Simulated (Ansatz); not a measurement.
# CF3O3S: the cost of one run

Computed with Ansatz 0.2.0 (the levels named in each step, unless a step's input says otherwise).

**1. Starting point**

Bond lengths: O1–S2 1.445 Å, S2–O3 1.446 Å, S2–O4 1.447 Å, S2–C5 1.879 Å, C5–F6 1.342 Å, C5–F7 1.343 Å, C5–F8 1.344 Å. Angles: O1–S2–O3 115.7°, O1–S2–O4 115.7°, O1–S2–C5 102.2°, O3–S2–O4 115.6°, O3–S2–C5 102.2°, O4–S2–C5 102.2°, S2–C5–F6 112.2°, S2–C5–F7 112.2°, S2–C5–F8 112.2°, F6–C5–F7 106.7°, F6–C5–F8 106.6°, F7–C5–F8 106.5°.

Structure file:

```xyz
8

O     1.1504   -1.1237   -1.0130
S     0.9610   -0.0899   -0.0211
O     1.2619   -0.4662    1.3427
O     1.3824    1.2380   -0.4110
C    -0.9092    0.0829    0.0192
F    -1.5176   -1.0605    0.3689
F    -1.4118    0.4370   -1.1746
F    -1.3136    1.0170    0.8967
```

**2. A rough first relaxation, PBE-D4/def2-SVPD**

This run stands in another session on the same molecule. It ended at:

```xyz
8

O     1.1687   -1.1634   -1.0498
S     0.9714   -0.0903   -0.0209
O     1.2843   -0.4811    1.3927
O     1.4092    1.2856   -0.4261
C    -0.9326    0.0862    0.0199
F    -1.5374   -1.0781    0.3742
F    -1.4299    0.4436   -1.1933
F    -1.3302    1.0321    0.9110
```

**3. Relaxation, PBE0-D4/def2-TZVPPD**

The input, input.yaml:

```yaml
crystal:
  periodic: [false, false, false]
  atoms:
    - { symbol: O, position_ang: [1.16871101, -1.16343485, -1.04976263] }
    - { symbol: S, position_ang: [0.97142096, -0.0903303, -0.02092476] }
    - { symbol: O, position_ang: [1.2843249, -0.48105502, 1.39272754] }
    - { symbol: O, position_ang: [1.40915187, 1.28562329, -0.42605438] }
    - { symbol: C, position_ang: [-0.93259146, 0.08619641, 0.01988913] }
    - { symbol: F, position_ang: [-1.53740769, -1.07809392, 0.37415128] }
    - { symbol: F, position_ang: [-1.42993136, 0.44362551, -1.19327846] }
    - { symbol: F, position_ang: [-1.33024823, 1.03210887, 0.91095226] }
total_charge: -1
basis:
  gaussian: { orbitals: def2-TZVPPD.json }
hamiltonian:
  xc: pbe0
  dispersion: d4
relax:
  f_tol: 0.002
  max_steps: 150
```

On the command line:

```console
$ ansatz run input.yaml --threads 4 --pin off --max-ram 10240MiB --backend cpu --events-out ev --progress --plain --runs-dir out
```

Q: Estimate wall time and peak memory on 4 threads of Arm Neoverse N1, shared host.

About 2 min, with a peak of 1.4 GiB.
